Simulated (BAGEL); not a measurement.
**GeSiH6O (SMILES [OH][GeH2][SiH3]): HF/3-21G (density fitting with qzvpp-jkfit)**

Aim: the energy change on altering one bond length of GeSiH6O at HF/3-21G (density fitting with qzvpp-jkfit), from 2 runs. 

The calculation is run with BAGEL 1.2.2.

2 further runs of the same task are left out: 1 that didn't finish, 1 set aside as unsound or not needed. Runs told in other sessions of the task aren't counted.

### Step 1. The system as given

GeSiH6O has 9 atoms, charge 0, and is taken as a singlet. As SMILES, `[OH][GeH2][SiH3]`. The coordinates come from a PBE0-D4/def2-TZVP relaxation. This is one conformer, not always the lowest.

Bond lengths: O1–Ge2 1.791 Å, Ge2–Si3 2.389 Å, O1–H4 0.960 Å, Ge2–H5 1.546 Å, Ge2–H6 1.536 Å, Si3–H7 1.488 Å, Si3–H8 1.488 Å, Si3–H9 1.486 Å. Some angles: O1–Ge2–Si3 109.9°, O1–Ge2–H5 109.2°, O1–Ge2–H6 103.6°, Si3–Ge2–H5 111.3°, Si3–Ge2–H6 113.0°, Ge2–O1–H4 112.4°, Ge2–Si3–H7 110.2°, Ge2–Si3–H8 109.3°, Ge2–Si3–H9 110.4°, H5–Ge2–H6 109.6°.

### Step 2. A single-point energy at HF/3-21G (density fitting with qzvpp-jkfit)

Contents of hf.json:

```json
{ "bagel": [

{
  "title": "molecule",
  "basis": "3-21g",
  "df_basis": "qzvpp-jkfit",
  "angstrom": "true",
  "geometry": [
    { "atom": "O", "xyz": [      -1.665400,       1.003200,      -0.854800 ] },
    { "atom": "Ge", "xyz": [       0.086300,       0.899600,      -0.495500 ] },
    { "atom": "Si", "xyz": [       0.525800,      -1.010700,       0.870400 ] },
    { "atom": "H", "xyz": [      -1.973400,       0.267900,      -1.389000 ] },
    { "atom": "H", "xyz": [       0.873700,       0.832100,      -1.824400 ] },
    { "atom": "H", "xyz": [       0.388100,       2.226700,       0.215900 ] },
    { "atom": "H", "xyz": [       1.986000,      -1.132800,       1.128400 ] },
    { "atom": "H", "xyz": [       0.060100,      -2.236200,       0.166300 ] },
    { "atom": "H", "xyz": [      -0.192800,      -0.896100,       2.165800 ] }
  ]
},

{
  "title": "hf",
  "charge": 0
},

{
  "title": "print",
  "file": "orbitals.molden",
  "orbitals": "true"
}

]}
```

Launch:

```bash
$ BAGEL_NUM_THREADS=1 BAGEL hf.json > hf.out
```

Standard output:

```text
* using 1 threads per process

  ===============================================================
  ===============================================================

  *** Geometry ***

  { "atom" : "O", "xyz" : [     -3.147150,      1.895773,     -1.615338 ] },
  { "atom" : "Ge", "xyz" : [      0.163083,      1.699998,     -0.936359 ] },
  { "atom" : "Si", "xyz" : [      0.993618,     -1.909946,      1.644818 ] },
  { "atom" : "H", "xyz" : [     -3.729186,      0.506258,     -2.624830 ] },
  { "atom" : "H", "xyz" : [      1.651054,      1.572441,     -3.447616 ] },
  { "atom" : "H", "xyz" : [      0.733403,      4.207853,      0.407992 ] },
  { "atom" : "H", "xyz" : [      3.752996,     -2.140682,      2.132367 ] },
  { "atom" : "H", "xyz" : [      0.113573,     -4.225806,      0.314261 ] },
  { "atom" : "H", "xyz" : [     -0.364339,     -1.693384,      4.092769 ] },

  Number of auxiliary basis functions:      579

  Since a DF basis is specified, we compute 2- and 3-index integrals:
    o Being stored without compression. Storage requirement is 0.015 GB

  Number of basis functions:       56
  Number of electrons      :       60

    * METHOD: MOLECULE                             0.21

  *** RHF ***

  === Nuclear Repulsion ===
   271.6998212361

      * DIIS with orbital gradients will be used.

  === RHF iteration (3-21g) ===
      0      -2430.53465814          0.02191029           0.05
      1      -2430.61709570          0.01417314           0.05
      2      -2430.66138808          0.00119005           0.04
      3      -2430.66210318          0.00014338           0.06
      4      -2430.66212017          0.00004382           0.05
      5      -2430.66212193          0.00000999           0.06
      6      -2430.66212202          0.00000211           0.05
      7      -2430.66212202          0.00000055           0.06
      8      -2430.66212202          0.00000026           0.04
      9      -2430.66212202          0.00000007           0.05
     10      -2430.66212202          0.00000001           0.04
     11      -2430.66212202          0.00000000           0.05
    * SCF iteration converged.

    * Permanent dipole moment:
           (   -0.420800,     0.544859,     0.263384) a.u.

    * METHOD: HF                                   0.76

    * METHOD: PRINT                                0.00

  ===============================================================
```

Run time: 1.1 s. Hardware: 1 thread of Intel Xeon 6975P-C (Granite Rapids), shared host.

### Step 3. The distorted shape at the same level

Contents of input.json:

```json
{ "bagel": [

{
  "title": "molecule",
  "basis": "3-21g",
  "df_basis": "qzvpp-jkfit",
  "angstrom": true,
  "geometry": [
    { "atom": "O", "xyz": [   -1.295799,    1.885562,   -0.213759 ] },
    { "atom": "Ge", "xyz": [    0.455901,    1.781962,    0.145541 ] },
    { "atom": "Si", "xyz": [    0.895401,   -0.128338,    1.511441 ] },
    { "atom": "H", "xyz": [   -1.973400,    0.267900,   -1.389000 ] },
    { "atom": "H", "xyz": [    1.243301,    1.714462,   -1.183359 ] },
    { "atom": "H", "xyz": [    0.757701,    3.109062,    0.856941 ] },
    { "atom": "H", "xyz": [    2.355601,   -0.250438,    1.769441 ] },
    { "atom": "H", "xyz": [    0.429701,   -1.353838,    0.807341 ] },
    { "atom": "H", "xyz": [    0.176801,   -0.013738,    2.806841 ] }
  ]
},
{
  "title": "hf",
  "charge": 0
},
{
  "title": "print",
  "file": "orbitals.molden",
  "orbitals": true
}

]}
```

Launch:

```bash
$ BAGEL_NUM_THREADS=1 BAGEL input.json > input.out
```

Standard output:

```text
* using 1 threads per process

  ===============================================================
  ===============================================================

  *** Geometry ***

  { "atom" : "O", "xyz" : [     -2.448705,      3.563196,     -0.403946 ] },
  { "atom" : "Ge", "xyz" : [      0.861528,      3.367420,      0.275033 ] },
  { "atom" : "Si", "xyz" : [      1.692063,     -0.242524,      2.856210 ] },
  { "atom" : "H", "xyz" : [     -3.729186,      0.506258,     -2.624830 ] },
  { "atom" : "H", "xyz" : [      2.349498,      3.239864,     -2.236224 ] },
  { "atom" : "H", "xyz" : [      1.431847,      5.875276,      1.619384 ] },
  { "atom" : "H", "xyz" : [      4.451441,     -0.473259,      3.343759 ] },
  { "atom" : "H", "xyz" : [      0.812017,     -2.558383,      1.525653 ] },
  { "atom" : "H", "xyz" : [      0.334105,     -0.025961,      5.304161 ] },

  Number of auxiliary basis functions:      579

  Since a DF basis is specified, we compute 2- and 3-index integrals:
    o Being stored without compression. Storage requirement is 0.015 GB

  Number of basis functions:       56
  Number of electrons      :       60

    * METHOD: MOLECULE                             0.22

  *** RHF ***

  === Nuclear Repulsion ===
   266.9040959967

      * DIIS with orbital gradients will be used.

  === RHF iteration (3-21g) ===
      0      -2430.09742563          0.02859194           0.05
      1      -2429.81030195          0.04494476           0.05
      2      -2430.42129127          0.00285679           0.05
      3      -2430.42724924          0.00150807           0.05
      4      -2430.42877717          0.00047519           0.05
      5      -2430.42893561          0.00013267           0.05
      6      -2430.42894687          0.00001980           0.04
      7      -2430.42894726          0.00000628           0.05
      8      -2430.42894730          0.00000285           0.05
      9      -2430.42894731          0.00000189           0.06
     10      -2430.42894732          0.00000099           0.04
     11      -2430.42894732          0.00000049           0.05
     12      -2430.42894732          0.00000027           0.04
     13      -2430.42894732          0.00000019           0.05
     14      -2430.42894732          0.00000006           0.05
     15      -2430.42894732          0.00000002           0.05
     16      -2430.42894732          0.00000001           0.05
    * SCF iteration converged.

    * Permanent dipole moment:
           (   -0.512007,     0.341182,     0.102421) a.u.

    * METHOD: HF                                   0.99

    * METHOD: PRINT                                0.00

  ===============================================================
```

Run time: 1.4 s. Hardware: 1 thread of Intel Xeon 6975P-C (Granite Rapids), shared host.

### Step 4. Outcome

Level: HF/3-21G (density fitting with qzvpp-jkfit).

| quantity | value |
| --- | --- |
| first shape: total energy | -2430.66212 Eh |
| first shape: dipole moment | 1.87 D |
| first shape: HOMO energy | -10.56 eV |
| first shape: LUMO energy | 3.19 eV |
| first shape: HOMO–LUMO gap | 13.74 eV |
| distorted shape: total energy | -2430.42895 Eh |
| distorted shape: dipole moment | 1.59 D |
| distorted shape: HOMO energy | -10.12 eV |
| distorted shape: LUMO energy | -0.67 eV |
| distorted shape: HOMO–LUMO gap | 9.45 eV |
| energy change with the O1–H4 bond stretched from 0.960 to 2.111 Å | 6.345 eV |

What this shows: One bond (distorted shape) is far stretched, which a spin-restricted single reference describes badly; a broken-symmetry solution may lie lower. With the O1–H4 bond stretched from 0.960 to 2.111 Å the energy rises by 6.35 eV (612 kJ/mol). The first shape isn't relaxed at this level, so the change isn't measured from a minimum. A restricted reference can't describe the breaking bond well at this length.
